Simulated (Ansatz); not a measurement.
# CH9BN2Si: the cost of one run

Program: Ansatz 0.2.0. Level of theory: RKS PBE/cc-pVDZ. These are calculated values, not measurements.

## 1. The structure to begin with

Bond lengths: B1–N2 1.473 Å, N2–Si3 1.805 Å, Si3–N4 1.819 Å, N4–C5 1.393 Å, B1–H6 1.180 Å, B1–H7 1.222 Å, N2–H8 1.000 Å, Si3–H9 1.489 Å, Si3–H10 1.426 Å, N4–H11 1.116 Å, C5–H12 1.120 Å, C5–H13 1.112 Å, C5–H14 1.075 Å. Angles (14 of 21 angles, heavy atoms first): B1–N2–Si3 108.4°, N2–Si3–N4 108.7°, Si3–N4–C5 114.0°, B1–N2–H8 108.5°, Si3–N2–H8 107.1°, N2–B1–H6 125.4°, N2–B1–H7 120.3°, N2–Si3–H9 106.8°, N2–Si3–H10 109.6°, N4–Si3–H9 107.5°, N4–Si3–H10 112.9°, Si3–N4–H11 102.3°, C5–N4–H11 109.2°, N4–C5–H12 110.3°.

Structure file:

```xyz
14

B    -0.8413    1.7653    1.6218
N    -0.4530    0.4243    1.1528
Si   -0.4618    0.4263   -0.6523
N     0.1274   -1.1903   -1.2411
C     1.4229   -1.5044   -0.8358
H    -0.1872    2.4629    2.3123
H    -1.9307    2.2304    1.3227
H    -1.1498   -0.2290    1.4493
H     0.5302    1.4485   -1.0852
H    -1.7693    0.7463   -1.1243
H    -0.5898   -1.8947   -0.7571
H     2.1484   -0.7510   -1.2363
H     1.4599   -1.4725    0.2754
H     1.6812   -2.4914   -1.1736
```

## 2. End point A

input.yaml reads:

```yaml
crystal:
  periodic: [false, false, false]
  atoms:
    - { symbol: B, position_ang: [-0.8413, 1.7653, 1.6218] }
    - { symbol: "N", position_ang: [-0.453, 0.4243, 1.1528] }
    - { symbol: Si, position_ang: [-0.4618, 0.4263, -0.6523] }
    - { symbol: "N", position_ang: [0.1274, -1.1903, -1.2411] }
    - { symbol: C, position_ang: [1.4229, -1.5044, -0.8358] }
    - { symbol: H, position_ang: [-0.1872, 2.4629, 2.3123] }
    - { symbol: H, position_ang: [-1.9307, 2.2304, 1.3227] }
    - { symbol: H, position_ang: [-1.1498, -0.229, 1.4493] }
    - { symbol: H, position_ang: [0.5302, 1.4485, -1.0852] }
    - { symbol: H, position_ang: [-1.7693, 0.7463, -1.1243] }
    - { symbol: H, position_ang: [-0.5898, -1.8947, -0.7571] }
    - { symbol: H, position_ang: [2.1484, -0.751, -1.2363] }
    - { symbol: H, position_ang: [1.4599, -1.4725, 0.2754] }
    - { symbol: H, position_ang: [1.6812, -2.4914, -1.1736] }
basis:
  gaussian: { orbitals: cc-pVDZ }
hamiltonian:
  xc: pbe
relax:
  f_tol: 0.015
  max_steps: 40
output:
  orbitals: {}
```

On the command line:

```
$ ansatz run input.yaml --threads 2 --pin off --max-ram 3072MiB --backend cpu --events-out ev --progress --plain --runs-dir out
```

What time and memory should one allow on 2 threads of Arm Neoverse V1, shared host?

About 63 s, with a peak of 0.17 GiB.
